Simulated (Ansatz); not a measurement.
# CuB4: the cost of one run

Program: Ansatz 0.2.0. Level of theory: DFT PBE, scalar-relativistic, plane waves, PAW. These are calculated values, not measurements.

1 further run of the same task is left out (it didn't finish).

### 1 The starting structure

The structure is cubic, space group Im-3m (No. 229). The conventional cell has a = 4.372 Å, b = 4.372 Å, c = 4.372 Å, α = 90.00°, β = 90.00°, γ = 90.00°. Around Cu (site symmetry m-3m) lie 8 B at 1.89 Å. Around B (site symmetry -3m) lie 2 Cu at 1.89 Å.

Coordinates:

```
CELL_PARAMETERS angstrom
-2.18621 2.18621 2.18621
2.18621 -2.18621 2.18621
2.18621 2.18621 -2.18621
ATOMIC_POSITIONS crystal
Cu 0.00000 0.00000 0.00000
B 0.00000 0.00000 0.50000
B 0.50000 0.00000 0.00000
B 0.50000 0.50000 0.50000
B 0.00000 0.50000 0.00000
```

A structure generator made this guess: species swapped into a database cell of NiHg4 (Im-3m, No. 229), with Cu on the Ni sites and B on the Hg sites. Its size is a rough estimate.

### 2 A first look at the guess

input.yaml

```yaml
crystal:
  lattice:
    - [-2.18621011, 2.18621011, 2.18621011]
    - [2.18621011, -2.18621011, 2.18621011]
    - [2.18621011, 2.18621011, -2.18621011]
  atoms:
    - { symbol: Cu, position: [0.0, 0.0, 0.0] }
    - { symbol: B, position: [0.0, 0.0, 0.5] }
    - { symbol: B, position: [0.5, 0.0, 0.0] }
    - { symbol: B, position: [0.5, 0.5, 0.5] }
    - { symbol: B, position: [0.0, 0.5, 0.0] }
basis:
  ecutwfc: 420
kpoints:
  mp_grid: { grid: [6, 6, 6] }
hamiltonian:
  xc: pbe
scf:
  occupations: { method: gaussian, width: 0.1 }
  lower_state_search: "off"
output:
  forces: true
  stress: true
  eigenvalues: true
```

Command:

```console
$ ansatz run input.yaml --threads 1 --pin off --max-ram 2048MiB --backend cpu --events-out ev --progress --plain --runs-dir out
```

**Question.** How long does this run take on 1 thread of Arm Neoverse V1, shared host, and how much memory does it need?

About 1.2 s, with a peak of 0.28 GiB.
